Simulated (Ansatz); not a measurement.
# C2H4BClO: the cost of one run

Program: Ansatz 0.2.0, driven from Python. The levels of theory stand in the script. These are calculated values, not measurements.

## Step 1: Starting point

Bond lengths: B1–C2 1.525 Å, C2–Cl3 1.773 Å, C2–C4 1.396 Å, C4–O5 1.347 Å, B1–H6 1.254 Å, B1–H7 1.162 Å, C4–H8 1.080 Å, O5–H9 0.963 Å. Angles: B1–C2–Cl3 118.6°, B1–C2–C4 120.1°, Cl3–C2–C4 121.3°, C2–B1–H6 118.4°, C2–B1–H7 124.4°, H6–B1–H7 117.1°, C2–C4–O5 122.7°, C2–C4–H8 116.4°, O5–C4–H8 120.8°, C4–O5–H9 123.9°.

The script holds or builds the structure itself.

## Step 2: The code

Contents of run_methods.py:

```python
'''One geometry of C2H4BClO, method by method.'''

from pathlib import Path

import ansatz as az
import numpy as np

params = {
    'basis_set': 'def2-SVP',
}

system = (
    az.Crystal.molecule()
    .atom('B', [-1.4437, 0.347, 0.6312])
    .atom('C', [-0.2187, 0.158, -0.2577])
    .atom('Cl', [-0.2913, 0.7255, -1.9358])
    .atom('C', [0.9356, -0.4345, 0.2571])
    .atom('O', [2.0247, -0.681, -0.497])
    .atom('H', [-2.4387, 0.943, 0.1557])
    .atom('H', [-1.497, 0.0379, 1.75])
    .atom('H', [0.8898, -0.7617, 1.2852])
    .atom('H', [2.1277, -0.3805, -1.4058])
)

model = system.calculation().basis(gaussian=params['basis_set'])

print('functional    E (Ha)        dipole (D)   HOMO (eV)  LUMO (eV)')
for name in ['b3lyp', 'revpbe', 'pbe', 'r2scan']:
    summary = model.functional(name).forces().orbitals().run(runs_dir='runs').report
    lines = Path(summary['orbitals_path']).read_text().splitlines()
    field_of = lambda key: [line.split('=')[1].strip() for line in lines if line.startswith(key)]
    orbitals = [(27.211386 * float(e), s, float(n)) for e, s, n in zip(field_of('Ene='), field_of('Spin='), field_of('Occup='))]
    homo = max(e for e, _, n in orbitals if n > 0.5)
    lumo = min(e for e, _, n in orbitals if n < 0.5)
    dipole = 4.803205 * np.linalg.norm(summary['charge_distribution']['dipole_moment_e_ang'])
    print(f'{name:10s} {summary["free_energy_ev"] / 27.211386246:14.6f} {dipole:9.3f} {homo:11.3f} {lumo:10.3f}')
```

## Step 3: What the engine is handed

The engine receives this input (first run):

```yaml
crystal:
  periodic: [false, false, false]
  atoms:
    - { symbol: B, position_ang: [-1.4437, 0.347, 0.6312] }
    - { symbol: C, position_ang: [-0.2187, 0.158, -0.2577] }
    - { symbol: Cl, position_ang: [-0.2913, 0.7255, -1.9358] }
    - { symbol: C, position_ang: [0.9356, -0.4345, 0.2571] }
    - { symbol: O, position_ang: [2.0247, -0.681, -0.497] }
    - { symbol: H, position_ang: [-2.4387, 0.943, 0.1557] }
    - { symbol: H, position_ang: [-1.497, 0.0379, 1.75] }
    - { symbol: H, position_ang: [0.8898, -0.7617, 1.2852] }
    - { symbol: H, position_ang: [2.1277, -0.3805, -1.4058] }
basis:
  gaussian:
    orbitals: def2-SVP
hamiltonian:
  xc: b3lyp
output:
  orbitals: {}
  forces: true
```

## Step 4: The run

Started as:

```console
> python run_methods.py
```

What time and memory should one allow on 1 thread of Arm Neoverse V2, shared host?

About 16 s, with a peak of 0.25 GiB.
